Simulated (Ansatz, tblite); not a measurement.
# Sn26H34 off sphere (Sn₂₆H₃₃+): a ladder of methods and basis sets

The task here is to estimate one member of a computed series from the others.

Computed with Ansatz 0.2.0, Gaussian basis. Level: as each input shows.

Plan: GFN1-xTB, GFN2-xTB, PBE-D4/def2-SVP, r2SCAN-D4/def2-SVP, HSE06-D4/def2-SVP, PBE0-D4/def2-TZVP, PBE-D4/def2-TZVP, MP2/def2-SVP.

1 further run of the same task is left out (set aside as unsound or not needed). Runs told in other sessions of the task aren't counted.

## The structure

The geometry is that of the singlet, from an earlier relaxation (r2SCAN-D4/def2-SVP).

59 atoms, charge 1, spin multiplicity 1.

Bond lengths: Sn1–Sn14 2.803 Å, Sn1–Sn16 2.795 Å, Sn1–H27 1.718 Å, Sn1–H28 1.716 Å, Sn2–Sn15 2.807 Å, Sn2–Sn17 2.802 Å, Sn2–H29 1.719 Å, Sn2–H30 1.717 Å, Sn3–Sn14 2.802 Å, Sn3–Sn19 2.794 Å, Sn3–H31 1.718 Å, Sn3–H32 1.717 Å, Sn4–Sn18 2.810 Å, Sn4–Sn20 2.809 Å, Sn4–H33 1.720 Å, Sn4–H34 1.716 Å, Sn5–Sn15 2.810 Å, Sn5–Sn21 2.797 Å and more. Angles: Sn14–Sn1–Sn16 111.6°, Sn14–Sn1–H27 107.7°, Sn14–Sn1–H28 110.4°, Sn16–Sn1–H27 108.7°, Sn16–Sn1–H28 109.7°, H27–Sn1–H28 108.6°, Sn15–Sn2–Sn17 109.4°, Sn15–Sn2–H29 107.1°, Sn15–Sn2–H30 111.0°, Sn17–Sn2–H29 109.0°, Sn17–Sn2–H30 111.6°, H29–Sn2–H30 108.6°, Sn14–Sn3–Sn19 111.3°, Sn14–Sn3–H31 108.0°, Sn14–Sn3–H32 110.9°, Sn19–Sn3–H31 109.1°, Sn19–Sn3–H32 108.9°, H31–Sn3–H32 108.6° and more.

Sn takes a core potential in the def2 sets. No spin-orbit coupling is included. The ion is computed in the gas phase, without counter-ions or solvent.

PBE0-D4/def2-SVP was run before; its log isn't repeated, and its numbers join the tables.

Set-up of the first run:

Tight binding, by tblite at 300 K electronic temperature and without a spin-polarisation term:

```python
tblite.interface.Calculator('GFN1-xTB', numbers, positions, charge=1, uhf=0).singlepoint()
```

Tight binding, by tblite at 300 K electronic temperature and without a spin-polarisation term:

```python
tblite.interface.Calculator('GFN2-xTB', numbers, positions, charge=1, uhf=0).singlepoint()
```

start.molden holds the orbitals of an earlier run on this state, given as this run's starting guess.

in.yaml

```yaml
crystal:
  periodic: [false, false, false]
  atoms:
    - {symbol: Sn, position_ang: [-4.714653, -1.344704, 2.389388]}
    - {symbol: Sn, position_ang: [-4.713628, 2.150125, -1.161475]}
    - {symbol: Sn, position_ang: [-1.574097, -4.604039, 2.323533]}
    - {symbol: Sn, position_ang: [1.894507, -4.576535, -1.189933]}
    - {symbol: Sn, position_ang: [-1.518650, 1.905443, -4.314331]}
    - {symbol: Sn, position_ang: [1.624014, -1.292432, -4.293682]}
    - {symbol: Sn, position_ang: [-1.585723, -1.350313, -1.042038]}
    - {symbol: Sn, position_ang: [-1.475978, 1.983699, 2.107639]}
    - {symbol: Sn, position_ang: [1.773352, -1.336440, 2.222943]}
    - {symbol: Sn, position_ang: [1.652465, 2.145864, -0.956158]}
    - {symbol: Sn, position_ang: [-1.454157, 5.338994, -1.099169]}
    - {symbol: Sn, position_ang: [4.990154, -1.405749, -1.134810]}
    - {symbol: Sn, position_ang: [4.896895, 2.120834, 2.446245]}
    - {symbol: Sn, position_ang: [-3.137453, -2.935308, 0.704660]}
    - {symbol: Sn, position_ang: [-3.161324, 0.347177, -2.650943]}
    - {symbol: Sn, position_ang: [-3.169399, 0.508888, 3.799777]}
    - {symbol: Sn, position_ang: [-3.040455, 3.672065, 0.492296]}
    - {symbol: Sn, position_ang: [0.073041, -2.984563, -2.620589]}
    - {symbol: Sn, position_ang: [0.283691, -3.130208, 3.801773]}
    - {symbol: Sn, position_ang: [3.371317, -2.966996, 0.575555]}
    - {symbol: Sn, position_ang: [0.112527, 0.359817, -5.980424]}
    - {symbol: Sn, position_ang: [0.043365, 3.629314, -2.739332]}
    - {symbol: Sn, position_ang: [3.019555, 0.173867, -2.353751]}
    - {symbol: Sn, position_ang: [0.119615, 0.227042, 0.548954]}
    - {symbol: Sn, position_ang: [3.319989, 0.323198, 3.884894]}
    - {symbol: Sn, position_ang: [3.314474, 3.665129, 0.738713]}
    - {symbol: H, position_ang: [-5.490172, -2.386316, 3.514867]}
    - {symbol: H, position_ang: [-5.919344, -0.524662, 1.482742]}
    - {symbol: H, position_ang: [-5.493337, 3.193424, -2.283130]}
    - {symbol: H, position_ang: [-5.915813, 1.324822, -0.255478]}
    - {symbol: H, position_ang: [-2.623617, -5.432159, 3.403114]}
    - {symbol: H, position_ang: [-0.734623, -5.765484, 1.377714]}
    - {symbol: H, position_ang: [2.978522, -5.285921, -2.321289]}
    - {symbol: H, position_ang: [1.076676, -5.823739, -0.341875]}
    - {symbol: H, position_ang: [-2.520508, 2.913235, -5.293915]}
    - {symbol: H, position_ang: [2.823720, -2.239779, -5.094030]}
    - {symbol: H, position_ang: [-0.367791, 2.938758, 3.028914]}
    - {symbol: H, position_ang: [-2.412530, 6.388833, -2.061590]}
    - {symbol: H, position_ang: [-0.376695, 6.271928, -0.141044]}
    - {symbol: H, position_ang: [5.733521, -2.355621, -2.357027]}
    - {symbol: H, position_ang: [6.163923, -0.443056, -0.341179]}
    - {symbol: H, position_ang: [6.029197, 1.261806, 1.482407]}
    - {symbol: H, position_ang: [5.752789, 3.182081, 3.489136]}
    - {symbol: H, position_ang: [-4.148341, -3.904005, -0.303300]}
    - {symbol: H, position_ang: [-4.145212, -0.655555, -3.652854]}
    - {symbol: H, position_ang: [-4.186215, 1.653199, 4.581671]}
    - {symbol: H, position_ang: [-2.228286, -0.290815, 4.993652]}
    - {symbol: H, position_ang: [-4.006695, 4.616894, 1.563527]}
    - {symbol: H, position_ang: [-0.838600, -3.961095, -3.715974]}
    - {symbol: H, position_ang: [1.436601, -4.168778, 4.544375]}
    - {symbol: H, position_ang: [-0.493785, -2.221181, 5.035041]}
    - {symbol: H, position_ang: [4.461691, -3.935717, 1.498750]}
    - {symbol: H, position_ang: [-0.806101, -0.647636, -7.023290]}
    - {symbol: H, position_ang: [1.180460, 1.324377, -6.916184]}
    - {symbol: H, position_ang: [1.168847, 4.488581, -3.725939]}
    - {symbol: H, position_ang: [2.220810, 1.198818, 4.873395]}
    - {symbol: H, position_ang: [4.284100, -0.672911, 4.899114]}
    - {symbol: H, position_ang: [2.229770, 4.663382, 1.622172]}
    - {symbol: H, position_ang: [4.238893, 4.678723, -0.295829]}
basis:
  gaussian: {orbitals: def2-SVP, fitting: {mean_field: def2-universal-jkfit}, initial_orbitals: start.molden}
total_charge: 1
hamiltonian: {xc: pbe, dispersion: d4}
scf: {omitted_lower_state_checks: [starts]}
output: {forces: true, orbitals: {seedname: orbitals}}
```

Command:

```
> ansatz run in.yaml --threads 11 --pin off --events-out ev --progress --plain --max-ram 166912MiB --backend cuda --devices 0, --max-vram 75GiB
```

Among the steps run: PBE-D4/def2-SVP; r2SCAN-D4/def2-SVP; HSE06-D4/def2-SVP; PBE0-D4/def2-TZVP; PBE-D4/def2-TZVP; MP2/def2-SVP.

One of the session's tables, all rows but one given; the rest of the session is left out.

```
             level  HOMO (eV)  LUMO (eV)  gap (eV)
   PBE-D4/def2-SVP      -7.98      -6.62      1.37
  PBE-D4/def2-TZVP      -8.02      -6.66      1.37
r2SCAN-D4/def2-SVP      -8.21      -6.69      1.51
  PBE0-D4/def2-SVP      -8.78      -6.24      2.54
 PBE0-D4/def2-TZVP      -8.78      -6.24      2.54
 HSE06-D4/def2-SVP          ?          ?         ?
```

**Question.** Estimate the row for HSE06-D4/def2-SVP.

The run gave: HOMO (eV): -8.44; LUMO (eV): -6.55; gap (eV): 1.89. In the column «HOMO (eV)» it lies between PBE0-D4/def2-TZVP (-8.78) and r2SCAN-D4/def2-SVP (-8.21).
